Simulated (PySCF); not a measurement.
# Cl2Tm (Tm(Cl)2+): the cost of one run

Program: PySCF 2.14.0. Level of theory: several levels, as the steps say, no spin–orbit coupling. These are calculated values, not measurements.

1 further run of the same task is left out (for a known fault of the program).

## (1) The system as given

3 atoms, charge 1, spin multiplicity 1.

Bond lengths: Tm1–Cl2 2.341 Å, Tm1–Cl3 2.341 Å. Angles: Cl2–Tm1–Cl3 112.0°.

Geometry (Å):

```
Tm    0.0000    0.0000   -0.4787
Cl    1.9412    0.0000    0.8295
Cl   -1.9412    0.0000    0.8295
```

Formal oxidation states: Tm +3. Each metal's 12 4f electrons lie in its core potential, so multiplicities, spins and levels count the valence alone. An earlier session relaxed this geometry at PBE0, Tm lcecp-1-SVP with ECP58, Cl def2-SVP (singlet, point group C2v).

At PBE0 on the finer grid: E = -958.518245 Eh, HOMO -13.95 eV, LUMO -8.34 eV, Mulliken charge on Tm1 +1.28 e, largest force component 0.002 eV/Å. 

Levels to run: M06-L; TPSSh; PBE0, TZVP. Hardware: 2 threads of Arm Neoverse V1, shared host.

## (2) M06-L

run.py (the lines that set the calculation)

```python
mol = gto.M(atom='''
Tm     0.00000     0.00000    -0.47869
Cl     1.94122     0.00000     0.82950
Cl    -1.94122     0.00000     0.82950''',
    basis={'Tm': 'lcecp-1-SVP', 'Cl': 'def2-SVP'},
    ecp={'Tm': 'lcecp-1-SVP'},
    charge=1, spin=0)
mf = dft.RKS(mol, xc='M06L')
mf.grids.atom_grid = (75, 302)  # f atoms: unpruned, at least (60, 302)
mf = mf.density_fit()  # fitting sets: Tm AutoAux, Cl def2-universal-JKFIT
mf.conv_tol = 1e-08; mf.max_cycle = 55
mf.kernel(dm0)  # dm0: the density of the relaxed state
```

Started as:

```
$ OMP_NUM_THREADS=2 python run.py
```

**Question.** How long does this run take on 2 threads of Arm Neoverse V1, shared host?

About 2.7 s.
